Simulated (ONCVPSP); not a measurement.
# An ONCV potential for Ho, from input to tests

Do these settings give a usable potential? It is generated, then checked for transferability, scattering, ghosts and hardness.

Method: ONCVPSP 4.0.1, PBEsol, scalar-relativistic.

## Step 1: Settings

The settings as typed:

```
element                 : holmium (Ho, Z = 67)
type                    : optimised norm-conserving Vanderbilt (ONCV)
frozen core             : [Kr] 4d10
valence charge          : 21
reference configuration : 4f10.5 5s2 5p6 5d0.5 6s2
partial waves           : 5s+6s: rc 2.45 bohr, ncon 4, nbas 7, qcut 3.7 1/bohr, 2 projectors; 5p: rc 1.70 bohr, ncon 4, nbas 7, qcut 5.2 1/bohr, 2 projectors, debl 2.2 Ha; 5d: rc 2.95 bohr, ncon 4, nbas 9, qcut 6.4 1/bohr, 3 projectors, debl 3.1 Ha; 4f: rc 1.05 bohr, ncon 3, nbas 8, qcut 17.6 1/bohr, 2 projectors, debl 1.9 Ha
local potential         : polynomial inside 0.80 bohr (lpopt 5, dvloc0 2 Ha)
core correction         : Teter function, parameters optimised by the program
```

## Step 2: The generation run

Ho.dat reads:

```
# ATOM AND REFERENCE CONFIGURATION
# atsym  z   nc   nv     iexc    psfile
  Ho 67.00    9    5  -116133      upf
#
#   n    l    f
    1    0    2.00
    2    0    2.00
    2    1    6.00
    3    0    2.00
    3    1    6.00
    3    2   10.00
    4    0    2.00
    4    1    6.00
    4    2   10.00
    4    3   10.50
    5    0    2.00
    5    1    6.00
    5    2    0.50
    6    0    2.00
#
# PSEUDOPOTENTIAL AND OPTIMIZATION
# lmax
    3
#
#   l,   rc,      ep,       ncon, nbas, qcut
    0    2.45    0.00    4    7    3.70
    1    1.70    0.00    4    7    5.20
    2    2.95    0.00    4    9    6.40
    3    1.05    0.00    3    8   17.60
#
# LOCAL POTENTIAL
# lloc, lpopt,  rc(5),   dvloc0
    4    5    0.80    2.00
#
# VANDERBILT-KLEINMAN-BYLANDER PROJECTORs
# l, nproj, debl
    0    2    2.50
    1    2    2.20
    2    3    3.10
    3    2    1.90
#
# MODEL CORE CHARGE
# icmod, fcfact, rcfact
    4    0.35    0.00
#
# LOG DERIVATIVE ANALYSIS
# epsh1, epsh2, depsh
   -3.00    5.00    0.02
#
# OUTPUT GRID
# rlmax, drl
    6.00    0.01
#
# TEST CONFIGURATIONS
# ncnf
    4
# nvcnf
#   n    l    f
    5
    4    3   11.00
    5    0    2.00
    5    1    6.00
    5    2    0.00
    6    0    2.00
#
    5
    4    3   11.00
    5    0    2.00
    5    1    6.00
    5    2    0.00
    6    0    1.00
#
    5
    4    3   11.00
    5    0    2.00
    5    1    6.00
    5    2    0.00
    6    0    0.00
#
    5
    4    3    9.00
    5    0    2.00
    5    1    6.00
    5    2    0.00
    6    0    0.00
#
```

Launch:

```
oncvpsp.x < Ho.dat > Ho.out
```

Q: Predict the outcome of this session. Wanted: cutoffs for 1 and 0.1 mHa per electron, occupied waves; bound ghosts; GHOST(+) flags; largest phase difference near zero energy, channels read; rms error of d²Exc/dn², without and with the model core.

**Answer**, as computed:

```
                                                quantity                    value
  cutoffs for 1 and 0.1 mHa per electron, occupied waves        123 Ha and 136 Ha
                                            bound ghosts          s at -253.53 eV
                                          GHOST(+) flags  p at 12 eV, d at 208 eV
largest phase difference near zero energy, channels read                0.002 rad
 rms error of d²Exc/dn², without and with the model core        5.45 and 1.64 mHa
```

In words: It has a bound ghost (s), a state that the atom doesn't have, and that rules the file out. By its cutoff, 123 Ha for the looser tolerance, it is very hard. At the looser tolerance the 4f wave is the slowest; 5p needs 21 Ha. Near zero energy the phases of the channels with partial waves agree within 0.002 rad. The program also flags highly localised states, GHOST(+) (p, d). These are tests on the free atom; a crystal test is still owed.
